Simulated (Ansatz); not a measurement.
CsLiCr2Te2S3:

```
Cs Li Cr Te S
1.0
     7.05684    0.00000    0.00788
     0.00000    3.98060    0.00000
    -2.68302    0.00000    8.67869
Cs Li Cr Te S
1 1 2 2 3
Direct
  0.07739 0.00000 0.37706
  0.86424 0.50000 0.78883
  0.12646 0.00000 0.94616
  0.59290 0.50000 0.97165
  0.50838 0.00000 0.15270
  0.55612 0.00000 0.74893
  0.87426 0.00000 0.68502
  0.25176 0.50000 0.84402
  0.96294 0.50000 0.05357
```

The cell was built by a generator and needn't be a form met in nature.

```yaml
Program: Ansatz 0.2.0
Task: relaxation of cell and atoms
Functional: PBEsol
Potentials_or_basis: Ansatz PAW
Cutoff: "420 eV (not typed: the program's choice for these potentials)"
k_mesh: 3 × 5 × 3
Occupations: fermi-dirac, width 0.05 eV
Spin: collinear spin, ferromagnetic start
Starting_moments: "[0.0, 0.0, 3.0, 3.0, 0.0, 0.0, 0.0, 0.0, 0.0] μB"
```

At the start: volume 27.10 Å³/atom.

Question: How do energy, volume and symmetry change on relaxing?

Answer: It ends after 9 steps and the volume is 25.39 Å³/atom (-6.3 %); space group Pm (No. 6, to 0.05 Å); moment 6.00 μB per cell.

Step by step:
```csv
step,energy change (eV),largest force (eV/Å),volume (Å³)
1,0.0000,0.3334,243.87
2,-0.0562,0.4113,232.37
3,-0.0919,0.1637,231.06
4,-0.0965,0.0949,229.57
5,-0.0982,0.0263,228.91
6,-0.0985,0.0516,228.59
7,-0.0989,0.0149,228.53
8,-0.0990,0.0037,228.49
9,-0.0974,0.0037,228.49
```

Final structure:
```xyz
9
Lattice="6.9313 0.0000 -0.0146 0.0000 3.9128 0.0000 -2.6627 0.0000 8.4304" Properties=species:S:1:pos:R:3 pbc="T T T"
Cs   -0.4603    0.0000    3.1912
Li    3.8402    1.9564    6.6159
Cr   -1.6413    0.0000    7.9613
Cr    1.5387    1.9564    8.2084
Te    3.1198    0.0000    1.3161
Te    1.8420    0.0000    6.3050
S     4.2446    0.0000    5.7255
S    -0.4962    1.9564    7.0905
S     6.5572    1.9564    0.4560
```

Caveat: the plane-wave basis is chosen anew once the cell has moved, so the energies of steps on either side of that aren't comparable; only a ferromagnetic start was run, and an antiferromagnetic order may lie lower in energy; the PAW data sets come from PBE, with cores solved anew for the run's functional, which leaves a small shift of forces and pressure.
